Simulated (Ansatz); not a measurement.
# NbRu: how the settings move a relaxation

Question: which choices in the input matter for NbRu?

Method: reference: DFT, r2SCAN, PAW with Ansatz's default frozen-core files, scalar-relativistic; relaxation of cell and atoms, in Ansatz 0.2.0.

## (1) The structure to begin with

The structure is tetragonal, space group P4/mmm (No. 123). The conventional cell has a = 3.000 Å, b = 3.000 Å, c = 3.380 Å, α = 90.00°, β = 90.00°, γ = 90.00°. Nb (site symmetry 4/mmm) has 8 Ru at 2.71 Å and 4 Nb at 3.00 Å as nearest neighbours. Ru (site symmetry 4/mmm) has 8 Nb at 2.71 Å and 4 Ru at 3.00 Å as nearest neighbours.

Structure file:

```cif
data_structure
_symmetry_space_group_name_H-M 'P4/mmm'
_symmetry_Int_Tables_number 123
_cell_length_a 3.0000
_cell_length_b 3.0000
_cell_length_c 3.3800
_cell_angle_alpha 90.000
_cell_angle_beta 90.000
_cell_angle_gamma 90.000
_cell_volume 30.42
loop_
_atom_site_label
_atom_site_type_symbol
_atom_site_symmetry_multiplicity
_atom_site_Wyckoff_symbol
_atom_site_fract_x
_atom_site_fract_y
_atom_site_fract_z
_atom_site_occupancy
Nb1 Nb 1 a 0.00000 0.00000 0.00000 1
Ru1 Ru 1 d 0.50000 0.50000 0.50000 1
```

## (2) Reference

Contents of input.yaml:

```yaml
crystal:
  lattice:
    - [3.0, 0.0, 0.0]
    - [0.0, 3.0, 0.0]
    - [0.0, 0.0, 3.38]
  atoms:
    - { symbol: Nb, position: [0.0, 0.0, 0.0] }
    - { symbol: Ru, position: [0.5, 0.5, 0.5] }
kpoints:
  mp_grid: { grid: [14, 14, 14] }
scf:
  occupations: { method: fermi_dirac, width: 0.1 }
hamiltonian:
  xc: r2scan
  pseudopotentials: { kind: paw }
relax:
  f_tol: 0.002
  max_steps: 80
  cell: {}
output:
  forces: true
  stress: true
```

The run is started by

```sh
ansatz run input.yaml --threads 1 --pin off --max-ram 2560MiB --backend cpu --events-out ev --progress --plain --runs-dir out
```

## (3) Changed: chi_scale 0.0, eigensolver.kind davidson

Edit input.yaml of step 2 so:

```diff
@@ -12,2 +12,4 @@
   occupations: { method: fermi_dirac, width: 0.1 }
+  initial_density: { chi_scale: 0.0 }
+  eigensolver: { kind: davidson }
 hamiltonian:
```

Before running it: what results should come out? Wanted: for each run, ending; energy change; pressure; gap; force.

**Answer**, as computed:

```csv
run,ending,energy change,pressure (GPa),gap (eV),force (eV/Å),cycles,time
reference,converged,0,0.0,0.00,0.00,46,55 s
"1: chi_scale 0.0, eigensolver.kind davidson",converged,0.0 meV/atom,0.0,0.00,0.00,50,70 s
```

**Reading.** With the changed start and solver the energy agrees within 0.5 meV/atom. Cost: 50 SCF cycles against 46.
